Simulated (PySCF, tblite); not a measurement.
**CH₅BOSi (triplet), a cluster model of a defect: EPR parameters**

Aim: the EPR parameters of `O[C]B[SiH3]`. It is drawn as: twofold C.

Computed with tblite 0.8.0 and PySCF 2.14.0; each step states its level. No surroundings beyond the atoms listed, unless a continuum is named. Atoms count from 0, parts from 1.

## 1. Starting point

9 atoms, charge 0, multiplicity 3; geometry: distance geometry start.

## 2. Geometry optimisation with GFN2-xTB

The job: settings as JSON, then the geometry in Å.

```
{"job": {"kind": "relax", "xc": "GFN2-xTB", "basis": "xTB"}, "charge": 0, "multiplicity": 3}
C      1.365126     1.430352     1.733711
O      1.984797     0.537136     2.555219
B      0.680086     2.258625     0.579310
Si    -0.071973     1.231804    -0.898898
H      2.084609    -0.416536     2.404785
H      1.185577     3.236265     0.296240
H     -1.127926     1.961505    -1.532821
H      0.938306     0.984464    -1.858517
H     -0.557471    -0.020789    -0.411092
```

Method: GFN2-xTB geometry optimisation, gas phase.

On the command line:

```bash
> OMP_NUM_THREADS=1 python cluster_run.py task.json out
```

The driver reads the jobs from task.json and runs them one after another.

Standard output:

```text
step      E/eV     max force
  0    -313.55908    4.271
  1    -313.90416    2.541
  2    -314.08597    1.679
  3    -314.13758    1.005
  4    -314.20756    0.700
  5    -314.26483    0.739
  6    -314.29062    0.525
  7    -314.30678    0.574
  8    -314.33174    0.630
  9    -314.35490    0.632
 10    -314.38105    0.612
 11    -314.40244    0.396
 12    -314.41458    0.305
 13    -314.42197    0.278
 14    -314.43044    0.233
 15    -314.43790    0.216
 16    -314.44404    0.218
 17    -314.44789    0.164
 18    -314.45178    0.207
 19    -314.45701    0.216
 20    -314.46295    0.257
 21    -314.46813    0.229
 22    -314.47214    0.187
 23    -314.47484    0.200
 24    -314.47723    0.202
 25    -314.48004    0.163
 26    -314.48427    0.256
 27    -314.48816    0.294
 28    -314.49184    0.229
 29    -314.49541    0.162
 30    -314.49946    0.172
 31    -314.50444    0.281
 32    -314.51043    0.336
 33    -314.51590    0.252
 34    -314.51956    0.161
 35    -314.52225    0.184
 36    -314.52440    0.179
 37    -314.52750    0.343
 38    -314.53012    0.330
 39    -314.53468    0.148
 40    -314.53585    0.125
 41    -314.53833    0.159
 42    -314.54027    0.160
 43    -314.54351    0.198
 44    -314.54605    0.140
 45    -314.54728    0.065
 46    -314.54772    0.041
 47    -314.54792    0.048
 48    -314.54807    0.041
 49    -314.54830    0.034
 50    -314.54858    0.044
 51    -314.54877    0.027
 52    -314.54885    0.018
 53    -314.54889    0.019
 54    -314.54897    0.021
 55    -314.54909    0.037
 56    -314.54925    0.041
 57    -314.54937    0.033
 58    -314.54943    0.029
 59    -314.54949    0.028
 60    -314.54959    0.042
 61    -314.54981    0.067
 62    -314.55015    0.076
 63    -314.55048    0.050
 64    -314.55064    0.032
 65    -314.55071    0.024
 66    -314.55079    0.039
 67    -314.55095    0.066
 68    -314.55135    0.107
 69    -314.55228    0.163
 70    -314.55369    0.207
 71    -314.55508    0.162
 72    -314.55679    0.099
 73    -314.55692    0.109
 74    -314.55772    0.064
 75    -314.55801    0.058
 76    -314.55877    0.061
 77    -314.55948    0.069
 78    -314.56001    0.051
 79    -314.56017    0.022
 80    -314.56016    0.017
 81    -314.56021    0.015
 82    -314.56023    0.013
 83    -314.56027    0.011
 84    -314.56030    0.009
 85    -314.56031    0.006
```

It took 1.1 s on 1 thread of Arm Neoverse V1, shared host.

Relaxation path:

| step | energy from step 0 (eV) | largest force (eV/Å) |
| --- | --- | --- |
| 0 | 0.0000 | 4.2711 |
| 3 | -0.5785 | 1.0053 |
| 6 | -0.7315 | 0.5251 |
| 9 | -0.7958 | 0.6311 |
| 12 | -0.8555 | 0.3057 |
| 15 | -0.8788 | 0.2164 |
| 18 | -0.8927 | 0.2069 |
| 21 | -0.9090 | 0.2292 |
| 24 | -0.9182 | 0.2023 |
| 27 | -0.9291 | 0.2934 |
| 30 | -0.9404 | 0.1722 |
| 33 | -0.9568 | 0.2517 |
| 36 | -0.9653 | 0.1782 |
| 39 | -0.9756 | 0.1477 |
| 42 | -0.9812 | 0.1602 |
| 45 | -0.9882 | 0.0653 |
| 48 | -0.9890 | 0.0413 |
| 51 | -0.9897 | 0.0273 |
| 54 | -0.9899 | 0.0215 |
| 57 | -0.9903 | 0.0333 |
| 60 | -0.9905 | 0.0421 |
| 63 | -0.9914 | 0.0500 |
| 66 | -0.9917 | 0.0393 |
| 69 | -0.9932 | 0.1629 |
| 72 | -0.9977 | 0.0994 |
| 75 | -0.9989 | 0.0580 |
| 78 | -1.0009 | 0.0511 |
| 81 | -1.0011 | 0.0154 |
| 84 | -1.0012 | 0.0091 |
| 85 | -1.0012 | 0.0064 |

Distances of close pairs at the start and the end, largest changes first:

```
  bond  before (Å)  after (Å)  change (Å)
 C0–B2       1.577      1.460      -0.117
 C0–O1       1.363      1.299      -0.063
Si3–H8       1.429      1.490      +0.060
Si3–H7       1.415      1.470      +0.055
Si3–H6       1.432      1.470      +0.038
 B2–H5       1.136      1.170      +0.034
B2–Si3       1.951      1.982      +0.031
 O1–H4       0.971      0.983      +0.013
```

## 3. Relaxing the molecule at PBE0-D3(BJ)/def2-SVP

The job: settings as JSON, then the geometry in Å.

```
{"job": {"xc": "PBE0", "basis": "def2-SVP", "d3": "d3bj", "grid": 2, "kind": "geom", "shake": 0.01}, "charge": 0, "multiplicity": 3}
C      0.859882     0.383423     1.467634
O      0.834910    -0.779408     1.996650
B      0.358937     1.083436     0.245657
Si    -0.520157    -0.076978    -1.053364
H      0.407046    -1.488802     1.458117
H      0.537346     2.233814     0.060216
H     -1.943981     0.280833    -1.311718
H      0.126050    -0.190959    -2.361139
H     -0.615785    -1.468507    -0.510603
```

Standard output:

```text
step   0  E = -430.06399740  max force = 0.017234
step   1  E = -430.06724549  max force = 0.005625
step   2  E = -430.06749183  max force = 0.002057
step   3  E = -430.06752644  max force = 0.001324
step   4  E = -430.06754172  max force = 0.000277
step   5  E = -430.06754228  max force = 0.000120
optimisation converged
```

It took 30 s on 1 thread of Arm Neoverse V1, shared host; peak memory 0.45 GiB.

Along the way:

| step | energy from step 0 (eV) | largest force component (eV/Å) |
| --- | --- | --- |
| 0 | 0.0000 | 0.8862 |
| 1 | -0.0884 | 0.2892 |
| 2 | -0.0951 | 0.1058 |
| 3 | -0.0960 | 0.0681 |
| 4 | -0.0964 | 0.0142 |
| 5 | -0.0965 | 0.0062 |

Distances of close pairs at the start and the end, largest changes first:

```
  bond  before (Å)  after (Å)  change (Å)
B2–Si3       1.951      2.020      +0.069
Si3–H7       1.463      1.497      +0.034
 B2–H5       1.179      1.205      +0.027
Si3–H8       1.497      1.515      +0.018
 C0–O1       1.278      1.290      +0.012
 O1–H4       0.988      0.982      -0.006
Si3–H6       1.491      1.497      +0.006
 C0–B2       1.495      1.499      +0.004
```

The next job starts from the end point, and lists it.

| at the end point | value |
| --- | --- |
| point group (found at 0.08 Å tolerance) | Cs |
| rotational constants (GHz, main isotopes) | 13.018, 3.228, 2.668 |
| dipole moment (D) | 1.29 |
| ⟨S²⟩ | 2.005 |

## 4. EPR parameters: B3LYP/IGLO-III+pcH-1

The job: settings as JSON, then the geometry in Å.

```
{"job": {"kind": "epr"}, "charge": 0, "multiplicity": 3}
C      0.864368     0.371039     1.521594
O      0.805999    -0.844141     1.949391
B      0.397779     1.086189     0.289435
Si    -0.549154    -0.092025    -1.049978
H      0.345888    -1.425311     1.305720
H      0.588797     2.266690     0.138392
H     -1.971006     0.301420    -1.303125
H      0.154552    -0.187402    -2.367828
H     -0.592938    -1.499644    -0.492143
```

With the program's defaults for keys left out, this is: UKS B3LYP, IGLO-III on B C O Si, pcH-1 on H, non-relativistic, mean-field spin-orbit, GIAO.

Standard output:

```text
UKS, coarse grid
  cycle   1  E = -430.58831645  |g| = 3.77e-01
  cycle   2  E = -430.53188542  |g| = 5.65e-01
  cycle   3  E = -430.63877676  |g| = 9.49e-02
  cycle   4  E = -430.64271006  |g| = 2.47e-02
  cycle   5  E = -430.64312377  |g| = 1.24e-02
  cycle   6  E = -430.64322023  |g| = 4.02e-03
  cycle   7  E = -430.64323571  |g| = 1.65e-03
  cycle   8  E = -430.64323868  |g| = 4.45e-04
UKS, final grid
  cycle   1  E = -430.64323508  |g| = 4.71e-04
  cycle   2  E = -430.64323494  |g| = 7.98e-04
  cycle   3  E = -430.64323521  |g| = 9.62e-05
  cycle   4  E = -430.64323521  |g| = 3.47e-05
  cycle   5  E = -430.64323522  |g| = 1.83e-05
E = -430.64323522 Eh   <S^2> = 2.0048 (exact 2.0000)
g shifts (ppm)      1          2          3
  rmc          -159       -159       -159
  gc             28         22        -40
  oz_so        -313        584       1217
  total        -443        447       1018
hyperfine (MHz)  atom isotope    a_iso     a_fc   dipolar eigenvalues
    0   13C     165.23     165.34    -55.91      3.74     52.17
    1   17O     -80.16     -80.21    -25.56      9.30     16.26
    2   11B      23.72      23.75    -15.01     -0.57     15.58
    3  29Si     -24.22     -24.28    -10.57      5.01      5.56
    4    1H      76.84      76.82     -7.10     -6.26     13.36
    5    1H       8.04       8.04     -7.31     -3.60     10.91
    6    1H      15.65      15.65     -1.71     -0.96      2.67
    7    1H      15.80      15.80     -1.71     -0.96      2.68
    8    1H      -2.24      -2.24     -2.73     -1.05      3.78
zero-field splitting (cm-1)  D = 0.3854  E = 0.0052  (spin-spin 0.3278, spin-orbit 0.0605)
```

It took 29 s on 1 thread of Arm Neoverse V1, shared host; peak memory 0.61 GiB.

Principal g values 2.00188, 2.00277, 2.00334; g(iso) = 2.00266, against 2.00232 for a free electron.

Mean a(iso) over the nuclei that a row names, and the largest dipolar term of the row (other rows stand at the frozen geometry):

```
nuclei  isotope  a(iso) (MHz)  a(iso) (G, at g = 2.0023)  largest dipolar term (MHz)
    C0      13C         165.2                       59.0                       -55.9
    O1      17O         -80.2                      -28.6                       -25.6
    H4       1H          76.8                       27.4                        13.4
   Si3     29Si         -24.2                       -8.6                       -10.6
    B2      11B          23.7                        8.5                        15.6
H6, H7       1H          15.7                        5.6                         2.7
    H5       1H           8.0                        2.9                        10.9
    H8       1H          -2.2                       -0.8                         3.8
```

Zero-field splitting: D = 0.385 cm⁻¹ (spin-spin 0.328, spin-orbit 0.061), E = 0.005 cm⁻¹.

Mulliken spin populations:

```
atom  value (e)
  C0       1.27
  O1       0.11
  B2       0.46
 Si3       0.07
  H4       0.07
  H5      -0.01
  H6       0.02
  H7       0.02
  H8      -0.01
```

## 5. g tensor and hyperfine couplings: BHandHLYP/IGLO-III+pcH-1

Same as in step 4 but for these lines:

```diff
@@ -1,2 +1,2 @@
-{"job": {"kind": "epr"}, "charge": 0, "multiplicity": 3}
+{"job": {"kind": "epr", "xc": "BHandHLYP"}, "charge": 0, "multiplicity": 3}
 C      0.864368     0.371039     1.521594
```

Method: UKS BHandHLYP, IGLO-III on B C O Si, pcH-1 on H, non-relativistic, mean-field spin-orbit, GIAO.

Standard output:

```text
UKS, coarse grid
  cycle   1  E = -430.47788533  |g| = 3.31e-01
  cycle   2  E = -430.49320173  |g| = 3.32e-01
  cycle   3  E = -430.53069167  |g| = 6.05e-02
  cycle   4  E = -430.53294983  |g| = 1.83e-02
  cycle   5  E = -430.53345391  |g| = 9.31e-03
  cycle   6  E = -430.53357676  |g| = 3.90e-03
  cycle   7  E = -430.53362438  |g| = 1.79e-03
  cycle   8  E = -430.53363138  |g| = 5.54e-04
UKS, final grid
  cycle   1  E = -430.53363008  |g| = 2.78e-04
  cycle   2  E = -430.53363023  |g| = 2.14e-04
  cycle   3  E = -430.53363028  |g| = 1.03e-04
  cycle   4  E = -430.53363032  |g| = 7.70e-05
  cycle   5  E = -430.53363032  |g| = 1.30e-05
E = -430.53363032 Eh   <S^2> = 2.0069 (exact 2.0000)
g shifts (ppm)      1          2          3
  rmc          -160       -160       -160
  gc             29         21        -44
  oz_so        -411        592       1052
  total        -542        454        848
hyperfine (MHz)  atom isotope    a_iso     a_fc   dipolar eigenvalues
    0   13C     188.84     188.95    -58.69      5.26     53.43
    1   17O     -79.35     -79.40    -25.28      9.06     16.22
    2   11B      21.45      21.47    -14.18      0.49     13.69
    3  29Si     -24.49     -24.54     -9.23      4.26      4.97
    4    1H      73.06      73.04     -7.31     -6.29     13.60
    5    1H       6.29       6.29     -7.12     -3.58     10.70
    6    1H      13.59      13.59     -1.60     -0.99      2.59
    7    1H      13.70      13.69     -1.60     -1.00      2.60
    8    1H      -3.09      -3.09     -2.63     -1.26      3.89
zero-field splitting (cm-1)  D = 0.4235  E = 0.0109  (spin-spin 0.3699, spin-orbit 0.0565)
```

It took 31 s on 1 thread of Arm Neoverse V1, shared host; peak memory 0.61 GiB.

In short: g(iso) 2.00257.

## 6. Run by run: EPR parameters

g, ⟨S²⟩ and isotropic hyperfine couplings (MHz), with basis size and wall time:

```csv
run,g(iso),⟨S²⟩,13C C0,17O O1,1H H4,29Si Si3,11B B2,functions,time
B3LYP/IGLO-III+pcH-1,2.00266,2.005,165.2,-80.2,76.8,-24.2,23.7,199,29 s
BHandHLYP/IGLO-III+pcH-1,2.00257,2.007,188.8,-79.4,73.1,-24.5,21.4,199,31 s
```

## 7. Outcome

| quantity | value |
| --- | --- |
| point group | Cs |
| rotational constants (main isotopes) | 13.02, 3.23, 2.67 GHz |
| D, E (B3LYP) | 0.385, 0.005 cm⁻¹ |
| g(iso) (B3LYP) | 2.00266 |
| ⟨S²⟩ | 2.005 (exact 2.00) |
| largest a(iso) (averaged by class) | 13C on C0, 165.2 MHz |

**Reading.** The optimisation took 5 steps and gained 0.096 eV; among the close pairs (by a distance rule), B2–Si3 changed most, from 1.951 to 2.020 Å (PBE0/def2-SVP). No frequency check was run at this level, so the end point may be a saddle. C0 carries the largest spin population, 1.27 e. The isotropic g lies 0.3 ppt above the free-electron value. The coupling of 13C on C0 runs from 165.2 (B3LYP/IGLO-III+pcH-1) to 188.8 MHz (BHandHLYP/IGLO-III+pcH-1). The triplet was assumed; the singlet may lie lower.
